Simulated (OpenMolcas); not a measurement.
# Tc⁵⁺ among point charges: CASSCF and CASPT2 levels and susceptibility

Aim: the splitting of the states of Tc⁵⁺ in the field of 5 point charges, its lowest levels with spin-orbit coupling and its magnetic susceptibility.

Method: state-averaged CASSCF and CASPT2, spin-orbit coupling by RASSI with atomic mean-field integrals. Code: OpenMolcas 26.06.

## 1. The system

* Species: Tc⁵⁺ (technetium, Z = 43, 38 electrons)
* Basis: ANO-RCC-VDZP [6s5p3d1f], 43 functions
* Scalar Hamiltonian: DKH2, point nucleus
* Inactive shells: 1s 2s 2p 3s 3p 3d 4s 4p
* Active space: 2 electrons in 5 orbitals (4d)
* Some configurations of this space: 4d²
* Orbitals: optimised for each spin and parity, averaged over all roots

Outer shells as boxes (Hund's rule):

4d2
```
4d [↑ ][↑ ][  ][  ][  ]
```

The ion sits among 5 point charges of -1.5 e arranged as a trigonal bipyramid (D3h), 1.94 Å from the ion, with the axial distance 2.018 Å.

The work runs as a chain of OpenMolcas steps in one folder; each step below is one input file. Labels, J, g values, rates, χT and fits are worked out afterwards by a script from the matrices that RASSI stores.

## 2. GATEWAY and SEWARD: basis and integrals

Contents of a.inp:

```
&GATEWAY
Coord
1

Tc 0.0 0.0 0.0
Basis=ANO-RCC-VDZP
Group=NoSym
NoMove
AngMom=0.0 0.0 0.0
AMFI
XField
5 Angstrom 0
1.940000 0.000000 0.000000 -1.500000
-0.970000 1.680089 0.000000 -1.500000
-0.970000 -1.680089 0.000000 -1.500000
0.000000 0.000000 2.017600 -1.500000
0.000000 0.000000 -2.017600 -1.500000
&SEWARD
```

Launch:

```sh
OMP_NUM_THREADS=1 MOLCAS_MEM=1689 MOLCAS_PROJECT=a pymolcas a.inp > a.log
```

## 3. Reference wave functions, triplets, 10 roots

Contents of a.inp:

```
&RASSCF
FileOrb=start.orb
Symmetry=1
Spin=3
nActEl=2 0 0
Inactive=18
Ras2=5
CIRoot=10 10 1
SDav=10
CIMx=300
Iter=120 100
PrWF=0.3
OrbListing=Nothing
MaxOrb=0
>>> COPY $Project.JobIph JOB001
```

start.orb holds the contracted functions of the basis, ordered by shell, or the orbitals of the step before.

## 4. CASSCF: singlets, 15 roots

Contents of a.inp:

```
&RASSCF
FileOrb=start.orb
Symmetry=1
Spin=1
nActEl=2 0 0
Inactive=18
Ras2=5
CIRoot=15 15 1
SDav=15
CIMx=300
Iter=120 100
PrWF=0.3
OrbListing=Nothing
MaxOrb=0
>>> COPY $Project.JobIph JOB002
```

## 5. State interaction with spin-orbit coupling

Contents of a.inp:

```
&RASSI
NrOfJobIphs=2 10 15
1 2 3 4 5 6 7 8 9 10
1 2 3 4 5 6 7 8 9 10 11 12 13 14 15
IphNames
JOB001
JOB002
EJob
SpinOrbit
DIPRint=1.0
SOCoupling=1000.0
Subsets=2
Property=9
'ANGMOM' 1 'ANGMOM' 2 'ANGMOM' 3 'MLTPL  1' 1 'MLTPL  1' 2 'MLTPL  1' 3
'AMFI' 1 'AMFI' 2 'AMFI' 3
SOProperty=3
'ANGMOM' 1 'ANGMOM' 2 'ANGMOM' 3
```

## 6. CASPT2: IPEA 0.25, imaginary shift 0.1 (closed shells correlated: 4s 4p)

Contents of a.inp:

```
>>> COPY JOB001 $Project.JobIph
&CASPT2
Multistate=10 1 2 3 4 5 6 7 8 9 10
NoMult
Frozen=14
IPEA=0.25
Imaginary=0.1
MaxIter=60
WThr=0.0 0.3 0.05
PrWF=0.5
NoMix
>>> COPY JOB002 $Project.JobIph
&CASPT2
Multistate=15 1 2 3 4 5 6 7 8 9 10 11 12 13 14 15
NoMult
Frozen=14
IPEA=0.25
Imaginary=0.1
MaxIter=60
WThr=0.0 0.3 0.05
PrWF=0.5
NoMix
```

(Steps that only read results are left out.)

Q: Predict the outcome of this session. Wanted: spin-free ground state; first state of the same spin within the active space; lowest level; next level.

The runs gave:

```
                                            quantity                                                                        value
                                              method  SS-CASPT2, IPEA 0.25, imaginary shift 0.1 (closed shells correlated: 4s 4p)
                              spin-free ground state                                              3A2, 1-fold in its orbital part
first state of the same spin within the active space                                                              3A1 at 354 cm⁻¹
                                        lowest level                                               2-fold E, g = 0.00, 0.00, 2.06
                                          next level                                                                    37.3 cm⁻¹
                                         χT at 300 K                                                               0.20 cm³ K/mol
                           effective moment at 300 K                                                                      1.27 μB
```

Cost by method:

| method | time of its own steps | time with the reference |
| --- | --- | --- |
| A. CASSCF | 9.3 s | 9.3 s |
| B. SS-CASPT2, IPEA 0.25, imaginary shift 0.1, +4s 4p | 3.7 s | 13 s |

Times are of one thread on a shared host.

**Reading.** The spin-free ground state (3A2) comes to 100 % from free-ion F terms and keeps the highest spin of the shell. χT at 300 K is 0.20, against 1.00 cm³ K/mol for the spin alone, so spin-orbit coupling lowers it. CASPT2 does not keep the components of a term degenerate, and the means are used. The field of point charges can differ much from that of real complexes. Point charges carry no covalency, so the field is a model and not that of real ligands.
